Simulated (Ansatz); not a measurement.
# CH3Zr: the cost of one run

Computed with Ansatz 0.2.0, Gaussian basis. Level: def2-SVP, all electrons in the functionals, frozen cores in the correlation of double hybrids and RPA.

Plan: wB97M-V, B2PLYP, RPA-PBE, at charge 1, quintet; charge 1, triplet; charge 1, septet; displaced geometry v1; displaced geometry v2.

12 further runs of the same task are left out: 3 that didn't finish, 9 set aside as unsound or not needed.

## 1. The geometry

The geometry is a PBE0/def2-TZVP stationary point (not a proven minimum). No spin-orbit coupling is included. Elements past krypton take def2 core potentials.

5 atoms, charge 1, spin multiplicity 5.

Atoms are counted from 1 here; the program's logs count them from 0.

Bond lengths: Zr1–C2 2.516 Å, C2–H3 1.089 Å, C2–H4 1.089 Å, C2–H5 1.089 Å. Angles: Zr1–C2–H3 96.2°, Zr1–C2–H4 96.2°, Zr1–C2–H5 96.2°, H3–C2–H4 118.8°, H3–C2–H5 118.8°, H4–C2–H5 118.8°.

No dispersion term is added; wB97M-V holds VV10 nonlocal correlation.

The geometry shown and the zero of energy belong to the point charge 1, quintet. The yardstick, UCCSD(T), and other wave-function levels (R restricted, U unrestricted, valence and pair active spaces) come from earlier runs.

## 2. wB97M-V, charge 1, quintet

File in.yaml:

```yaml
crystal:
  periodic: [false, false, false]
  atoms:
    - {symbol: Zr, position_ang: [-0.359400, -0.000644, -0.001303]}
    - {symbol: C, position_ang: [2.157000, 0.003864, 0.007818]}
    - {symbol: H, position_ang: [2.276785, -1.078924, 0.014507]}
    - {symbol: H, position_ang: [2.270499, 0.550991, 0.943015]}
    - {symbol: H, position_ang: [2.277318, 0.540158, -0.932785]}
basis:
  gaussian: {orbitals: def2-SVP}
total_charge: 1
magnetization: {spin_polarized: true, initial_magnetization: 4}
hamiltonian: {xc: {name: wB97M-V}}
output: {orbitals: {seedname: orbitals}}
```

The run is started by

```sh
$ ansatz run in.yaml --threads 1 --pin off --events-out ev --progress --plain --max-ram 2393MiB
```

What time and memory should one allow on 1 thread of Arm Neoverse V2, shared host?

About 44 s, with a peak of 0.33 GiB.
